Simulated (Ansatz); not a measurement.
# C3H8Si: small, medium and large basis sets

An exercise on one series of results from a longer session: the logs are not shown, and one member is left open.

The runs use Ansatz 0.2.0, Gaussian basis; one geometry, several basis sets.

Plan: PBE0-D4/def2-SVP; ωB97M-V/def2-SVP; PBE0-D4/def2-QZVPP; ωB97M-V/def2-QZVPP; the functionals' def2-TZVPP values are taken from earlier runs.

**The geometry**

All runs share one geometry, relaxed beforehand with PBE0-D4 in a triple-zeta def2 set.

SMILES `CC(C)[SiH]`, 12 atoms, charge 0, spin multiplicity 1.

Atoms are counted from 1 here; the program's logs count them from 0.

Bond lengths: C1–C2 1.513 Å, C1–H5 1.093 Å, C1–H6 1.093 Å, C1–H7 1.096 Å, C2–C3 1.532 Å, C2–Si4 1.900 Å, C2–H8 1.091 Å, C3–H9 1.089 Å, C3–H10 1.146 Å, C3–H11 1.090 Å, Si4–H12 1.529 Å. Angles: C2–C1–H5 111.1°, C2–C1–H6 110.7°, C2–C1–H7 112.0°, H5–C1–H6 107.4°, H5–C1–H7 107.3°, H6–C1–H7 108.1°, C1–C2–C3 114.4°, C1–C2–Si4 122.7°, C1–C2–H8 111.2°, C3–C2–Si4 84.0°, C3–C2–H8 110.2°, Si4–C2–H8 111.4°, C2–C3–H9 112.0°, C2–C3–H10 112.9°, C2–C3–H11 114.0°, H9–C3–H10 104.0°, H9–C3–H11 111.2°, H10–C3–H11 101.8° and more.

Set-up of the first run:

Input file in.yaml:

```yaml
crystal:
  periodic: [false, false, false]
  atoms:
    - {symbol: C, position_ang: [-0.253066, 0.907035, -1.062764]}
    - {symbol: C, position_ang: [0.097622, -0.436263, -0.460166]}
    - {symbol: C, position_ang: [0.789909, -0.357513, 0.904092]}
    - {symbol: Si, position_ang: [-1.168981, -1.505655, 0.467601]}
    - {symbol: H, position_ang: [-0.840129, 0.787490, -1.976470]}
    - {symbol: H, position_ang: [-0.850592, 1.498924, -0.364392]}
    - {symbol: H, position_ang: [0.640234, 1.486399, -1.322444]}
    - {symbol: H, position_ang: [0.694213, -1.034401, -1.150424]}
    - {symbol: H, position_ang: [0.750395, 0.645915, 1.325034]}
    - {symbol: H, position_ang: [0.284728, -1.010867, 1.698565]}
    - {symbol: H, position_ang: [1.807530, -0.747536, 0.908471]}
    - {symbol: H, position_ang: [-1.874762, -0.288626, 1.066995]}
basis:
  gaussian: {orbitals: def2-SVP}
hamiltonian: {xc: pbe0, dispersion: d4}
output: {orbitals: {seedname: orbitals}}
```

Among the steps run: PBE0-D4 in def2-SVP; ωB97M-V in def2-SVP; PBE0-D4 in def2-QZVPP; ωB97M-V in def2-QZVPP.

One table of the session follows, with a row left open; its other results are not shown here.

It belongs to the step «Density functionals: the series». 

| functional | basis | HOMO (eV) |
| --- | --- | --- |
| PBE0-D4 | def2-SVP | -6.07 |
| PBE0-D4 | def2-TZVPP | -6.11 |
| PBE0-D4 | def2-QZVPP | ? |
| ωB97M-V | def2-SVP | -8.12 |
| ωB97M-V | def2-TZVPP | -8.19 |
| ωB97M-V | def2-QZVPP | -8.20 |

Q: Estimate the row for PBE0-D4, def2-QZVPP from the others.

The run gave: HOMO (eV): -6.12. In the column «HOMO (eV)» it lies between ωB97M-V, def2-SVP (-8.12) and PBE0-D4, def2-TZVPP (-6.11).
